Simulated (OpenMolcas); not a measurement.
# S²⁺: CASSCF and CASPT2 terms and fine-structure levels

Which level of S²⁺ lies lowest, and where do the others fall? The reference wave functions come first, then spin-orbit coupling, then second-order correlation under several settings.

Method: state-averaged CASSCF and CASPT2, spin-orbit coupling by RASSI with atomic mean-field integrals. Code: OpenMolcas 26.06.

## (1) What is computed

| Property | Result |
| --- | --- |
| Species | S²⁺ (sulfur, Z = 16, 14 electrons) |
| Basis | ANO-L-VTZP [5s4p2d1f], 34 functions |
| Scalar Hamiltonian | non-relativistic, point nucleus |
| Inactive shells | 1s 2s 2p 3s |
| Active space | 2 electrons in 3 orbitals (3p) |
| Some configurations of this space | 3s² 3p² |
| Orbitals | optimised for each spin and parity, averaged over all roots |

Outer shells as boxes (Hund's rule):

3s2 3p2
```
3s [↑↓]
3p [↑ ][↑ ][  ]
```

Each step is its own input file, run in one work folder so that later steps find the files of earlier ones. Labels, J, g values, rates, χT and fits are worked out afterwards by a script from the matrices that RASSI stores.

## (2) GATEWAY and SEWARD: basis and integrals

a.inp reads:

```
&GATEWAY
Coord
1

S 0.0 0.0 0.0
Basis=ANO-L-VTZP
Group=XYZ
NoMove
AngMom=0.0 0.0 0.0
AMFI
&SEWARD
```

The run is started by

```console
$ OMP_NUM_THREADS=1 MOLCAS_MEM=1689 MOLCAS_PROJECT=a pymolcas a.inp > a.log
```

## (3) CASSCF: triplets of even parity, 3 roots

a.inp reads:

```
&RASSCF
FileOrb=start.orb
Symmetry=1
Spin=3
nActEl=2 0 0
Inactive=3 3
Ras2=0 3
CIRoot=3 3 1
SDav=3
CIMx=300
Iter=120 100
PrWF=0.3
OrbListing=Nothing
MaxOrb=0
Atom
>>> COPY $Project.JobIph JOB001
```

start.orb holds the contracted functions of the basis, ordered by shell, or the orbitals of the step before.

## (4) CASSCF: singlets of even parity, 6 roots

a.inp reads:

```
&RASSCF
FileOrb=start.orb
Symmetry=1
Spin=1
nActEl=2 0 0
Inactive=3 3
Ras2=0 3
CIRoot=6 6 1
SDav=6
CIMx=300
Iter=120 100
PrWF=0.3
OrbListing=Nothing
MaxOrb=0
Atom
>>> COPY $Project.JobIph JOB002
```

## (5) State interaction with spin-orbit coupling

a.inp reads:

```
&RASSI
NrOfJobIphs=2 3 6
1 2 3
1 2 3 4 5 6
IphNames
JOB001
JOB002
EJob
SpinOrbit
DIPRint=1.0
SOCoupling=1000.0
Subsets=2
MEES
Property=10
'ANGMOM' 1 'ANGMOM' 2 'ANGMOM' 3 'MLTPL  1' 1 'MLTPL  1' 2 'MLTPL  1' 3
'AMFI' 1 'AMFI' 2 'AMFI' 3 'MLTPL  2' 6
SOProperty=3
'ANGMOM' 1 'ANGMOM' 2 'ANGMOM' 3
```

## (6) CASPT2: IPEA 0.25, imaginary shift 0.1 (closed shells correlated: 2s 2p 3s)

a.inp reads:

```
>>> COPY JOB001 $Project.JobIph
&CASPT2
Multistate=3 1 2 3
Frozen=1 0
IPEA=0.25
Imaginary=0.1
MaxIter=60
WThr=0.0 0.3 0.05
PrWF=0.5
NoMix
>>> COPY JOB002 $Project.JobIph
&CASPT2
Multistate=6 1 2 3 4 5 6
Frozen=1 0
IPEA=0.25
Imaginary=0.1
MaxIter=60
WThr=0.0 0.3 0.05
PrWF=0.5
NoMix
```

## (7) CASPT2: IPEA 0.25, imaginary shift 0.3 (closed shells correlated: 2s 2p 3s)

a.inp, as its differences from that of step 6:

```diff
@@ -5,3 +5,3 @@
 IPEA=0.25
-Imaginary=0.1
+Imaginary=0.3
 MaxIter=60
@@ -15,3 +15,3 @@
 IPEA=0.25
-Imaginary=0.1
+Imaginary=0.3
 MaxIter=60
```

(Steps that only read results are left out.)

Before running it: what results should come out? Wanted: lowest level; first excited level; lowest level of another term; spin-orbit lowering of the lowest level; strongest of the lines computed, by gA.

The runs gave:

| quantity | value |
| --- | --- |
| method | SS-CASPT2, IPEA 0.25, imaginary shift 0.1 (closed shells correlated: 2s 2p 3s) |
| lowest level | 3s² 3p² ³P₀, 100 % of that term |
| ground level listed by NIST | 3P0 |
| first excited level | 3s² 3p² ³P₁ at 271 cm⁻¹ |
| lowest level of another term | 3s² 3p² ¹D₂ at 11510 cm⁻¹ |
| spin-orbit lowering of the lowest level | 525 cm⁻¹ |
| strongest of the lines computed, by gA (one parity, so forbidden lines), at SS-CASPT2 energies | 3s² 3p² ¹S₀ → 3s² 3p² ¹D₂, 612.3 nm, A = 2.92e+00 s⁻¹ |

What each method costs and misses:

| method | time of its own steps | time with the reference | mean absolute difference from the measured levels (cm-1) |
| --- | --- | --- | --- |
| A. CASSCF | 2.9 s | 2.9 s | 2600 |
| B. SS-CASPT2, IPEA 0.25, imaginary shift 0.1, +2s 2p 3s | 1 s | 3.9 s | 240 |
| C. SS-CASPT2, IPEA 0.25, imaginary shift 0.3, +2s 2p 3s | 0.93 s | 3.8 s | 240 |

Times are of one thread on a shared host.

What this shows: The multiplet ³P is regular; its intervals divided by the larger J differ by 9 % of their mean, where Landé's rule for pure LS coupling makes them equal. Second-order correlation (method B) scales the levels of the lowest configuration above 5000 cm⁻¹ by 0.81. Method B lies closest to the measured levels (240 cm⁻¹ on average, level with C) and A farthest (2600). Only the configurations of the active space and the roots asked for are present. CASPT2 does not keep the components of a term degenerate, and the means are used. With the s shell closed, the highest p terms come out too high. Only valence configurations of the active space appear, up to the ionisation limit; * or ° marks odd parity.
